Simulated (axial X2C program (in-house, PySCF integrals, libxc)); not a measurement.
**Linear SAsS²⁺ at several levels**

One table from this session's results is given with a row withheld; the runs are named, their logs left out.

Program: an in-house X2C program for linear molecules on PySCF integrals. Level of theory: all-electron X2C, two-component (2c) or spin-free, S dyall-av3z, As dyall-v3z. These are calculated values, not measurements.

All values are calculated.

2 further runs of the same task are left out: 2 set aside as unsound or not needed.

Set-up of the first run:

task.json reads:

```json
{
 "zs": [
  16,
  33,
  16
 ],
 "q": 2,
 "bas": [
  "dyall-av3z",
  "dyall-v3z",
  "dyall-av3z"
 ],
 "r0": [
  2.08,
  2.08
 ],
 "symm": 1,
 "scan": [
  "PBE0",
  "HF",
  "LDA"
 ],
 "levels": [
  "PBE0",
  "HF",
  "TPSSh"
 ],
 "nst": 2
}
```

Keys: zs atomic numbers; q charge; bas basis sets; r0 starting distance in Å; symm equal bonds; scan levels of the two-bond scan; levels methods; nst determinants followed.

On the command line:

```bash
python solin.py task.json out
```

Masses S 31.972, As 74.922, S 31.972 u.

Among the steps run: Scan at PBE0, 2c; Scan at LDA, 2c; Scan at PBE0, spin-free.

One table of the session follows, with a row left open; its other results are not shown here.

| level | r(S–As) (Å) | r(As–S) (Å) | lower stretch (cm⁻¹) | upper stretch (cm⁻¹) |
| --- | --- | --- | --- | --- |
| PBE0, 2c | 2.003 | 2.003 | 392.3 | 462.1 |
| LDA, 2c | 2.008 | 2.008 | 456.1 | 489.6 |
| PBE0, spin-free | 2.003 | 2.003 | 399.8 | 462.0 |
| HF, spin-free | 2.019 | 2.019 | 338.2 | 422.1 |
| LDA, spin-free | ? | ? | ? | ? |

Estimate the missing values for LDA, spin-free.

As computed: r(S–As) (Å): 2.007; r(As–S) (Å): 2.007; lower stretch (cm⁻¹): 456.6; upper stretch (cm⁻¹): 490.7. In the column «r(S–As) (Å)» it lies between PBE0, spin-free (2.003) and LDA, 2c (2.008).

Scans not shown above were run alike.

**Reading.** Over the levels the S–As bond spans 2.003 to 2.019 Å and the As–S bond 2.003 to 2.019 Å. At PBE0 spin–orbit coupling leaves both bonds unchanged to 0.001 Å. Each state is one determinant, the lowest of a limited PBE0 search; the stretches come from a fit to few points and are good to some per cent at best. The levels spread by more than a fifth in the stretches, which depend strongly on the method. A multiply charged ion may be only metastable. The molecule was held linear; bending was not examined, so a bent shape may lie lower. Note: functional without a current term on a determinant with orbital currents, of the molecule or an atom.
